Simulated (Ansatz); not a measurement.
I need harmonic frequencies at the relaxed geometry of CH₂FGaO, SMILES O=[CH][GaH][F]. Use Ansatz's Python interface. Use (for the species named): PBE0, def2-SVP basis, multiplicity 1.

```yaml
atoms:
  - { symbol: O, position_ang: [1.6423, -0.5275, -0.6001] }
  - { symbol: C, position_ang: [0.4884, 0.0360, -0.6475] }
  - { symbol: Ga, position_ang: [-0.2645, -0.2249, 1.0911] }
  - { symbol: F, position_ang: [-1.5297, -1.0314, 0.4962] }
  - { symbol: H, position_ang: [0.1466, 0.5048, -1.5761] }
  - { symbol: H, position_ang: [-0.4411, 1.1790, 1.1902] }
```

The script, `freq_ch2fgao.py`:
```python
# -*- coding: utf-8 -*-
"""Harmonic frequencies of CH2FGaO at its relaxed geometry."""

import itertools
import logging
import sys

import ansatz as az
from ase.data import atomic_numbers, covalent_radii
import numpy as np

logging.basicConfig(stream=sys.stdout, format="%(levelname)s:%(name)s:%(message)s")
log = logging.getLogger("ch2fgao")
log.setLevel(logging.INFO)

GEOMETRY = """
O     1.64230   -0.52750   -0.60010
C     0.48840    0.03600   -0.64750
Ga   -0.26450   -0.22490    1.09110
F    -1.52970   -1.03140    0.49620
H     0.14660    0.50480   -1.57610
H    -0.44110    1.17900    1.19020
"""

mol = az.Crystal.molecule()
for line in GEOMETRY.strip().splitlines():
    symbol, *xyz = line.split()
    mol = mol.atom(symbol, [float(v) for v in xyz])

calculation = mol.calculation().basis(gaussian="def2-SVP").functional("pbe0")
symbols = [site.symbol for site in mol.cartesian_sites]
start = np.array([site.position_ang for site in mol.cartesian_sites], dtype=float)
report = calculation.relax(force_tolerance=0.003, max_steps=100).run(threads=1, pin="off").report
end = np.array(report["positions_ang"])

# pairs closer than 1.2 times the sum of covalent radii, before or after
radius = [covalent_radii[atomic_numbers[s]] for s in symbols]
span = lambda where, i, j: np.linalg.norm(where[i] - where[j])
bonded = [(i, j) for i, j in itertools.combinations(range(len(symbols)), 2) if min(span(start, i, j), span(end, i, j)) < 1.2 * (radius[i] + radius[j])]
log.info("pair        before    after (A)")
for i, j in bonded:
    print(f"{symbols[i]}{i}-{symbols[j]}{j}".ljust(10), f"{span(start, i, j):8.4f} {span(end, i, j):8.4f}")

# frequencies need a stationary point, so they are taken at the relaxed geometry
minimum = az.Crystal.molecule()
for symbol, place in zip(symbols, end):
    minimum = minimum.atom(symbol, place.tolist())
vibrating = (
    minimum.calculation()
    .basis(gaussian="def2-SVP")
    .functional("pbe0")
    .phonons(temperatures=(298.15, 498.15, 100))
)
vib = vibrating.run(threads=1, pin="off").report["vibrations"]
sums = vib["harmonic_sums"]
modes = [m["omega_inv_cm"] for m in sums["modes_at_gamma"] if m["rigid_motion"] == "no"]
for number, w in enumerate(modes, start=1):
    log.info(f"mode {number:2d} {w:9.1f} 1/cm {w / 8065.544 * 1000:8.2f} meV")
print("imaginary modes:", sum(w < 0 for w in modes), " zero-point energy:", round(sums["zero_point_energy_ev"], 4), "eV")
log.info("T (K)   F_vib (eV)   S_vib (meV/K)   C_vib (meV/K)")
for row in zip(sums["temperatures_k"], sums["vibrational_free_energy_ev"], vib["entropy_ev_per_k"], vib["heat_capacity_ev_per_k"]):
    log.info(f"{row[0]:6.1f} {row[1]:11.4f} {1000 * row[2]:13.4f} {1000 * row[3]:15.4f}")

# all hydrogen replaced by deuterium
heavier = vibrating.phonons(masses={"H": 2.014102}).run(threads=1, pin="off").report["vibrations"]["harmonic_sums"]
print("deuterated (1/cm):", " ".join(f"{m['omega_inv_cm']:.0f}" for m in heavier["modes_at_gamma"] if m["rigid_motion"] == "no"))
print("zero-point energy falls by", round(sums["zero_point_energy_ev"] - heavier["zero_point_energy_ev"], 4), "eV")
```

```console
$ python freq_ch2fgao.py
INFO:ch2fgao:pair        before    after (A)
O0-C1        1.2850   1.2038
C1-Ga2       1.9125   2.0263
C1-H4        1.0949   1.1253
Ga2-F3       1.6140   1.7606
Ga2-H5       1.4184   1.5602
INFO:ch2fgao:mode  1      49.0 1/cm     6.08 meV
INFO:ch2fgao:mode  2     107.8 1/cm    13.37 meV
INFO:ch2fgao:mode  3     289.0 1/cm    35.84 meV
INFO:ch2fgao:mode  4     417.7 1/cm    51.79 meV
INFO:ch2fgao:mode  5     555.4 1/cm    68.86 meV
INFO:ch2fgao:mode  6     633.1 1/cm    78.49 meV
INFO:ch2fgao:mode  7     696.4 1/cm    86.34 meV
INFO:ch2fgao:mode  8     818.5 1/cm   101.48 meV
INFO:ch2fgao:mode  9    1366.8 1/cm   169.46 meV
INFO:ch2fgao:mode 10    1809.7 1/cm   224.38 meV
INFO:ch2fgao:mode 11    2017.5 1/cm   250.14 meV
INFO:ch2fgao:mode 12    2857.1 1/cm   354.24 meV
imaginary modes: 0  zero-point energy: 0.7202 eV
INFO:ch2fgao:T (K)   F_vib (eV)   S_vib (meV/K)   C_vib (meV/K)
INFO:ch2fgao: 298.1      0.6415        0.5204          0.4661
INFO:ch2fgao: 398.1      0.5819        0.6688          0.5600
INFO:ch2fgao: 498.1      0.5083        0.8024          0.6321
deuterated (1/cm): 45 105 284 307 434 553 680 693 1052 1432 1799 2112
zero-point energy falls by 0.1316 eV
```

The frequencies are harmonic and unscaled, in a modest basis. The result belongs to the one conformer reached from this start, and soft torsions count as harmonic oscillators. Timing: 3.6 min on 1 thread of Arm Neoverse V2, with other jobs on the host, peak memory 0.25 GiB.

(A comment or docstring line of the script was reworded after the run, the code is as it ran; lines on the test bed's own set-up are left out of the output.)
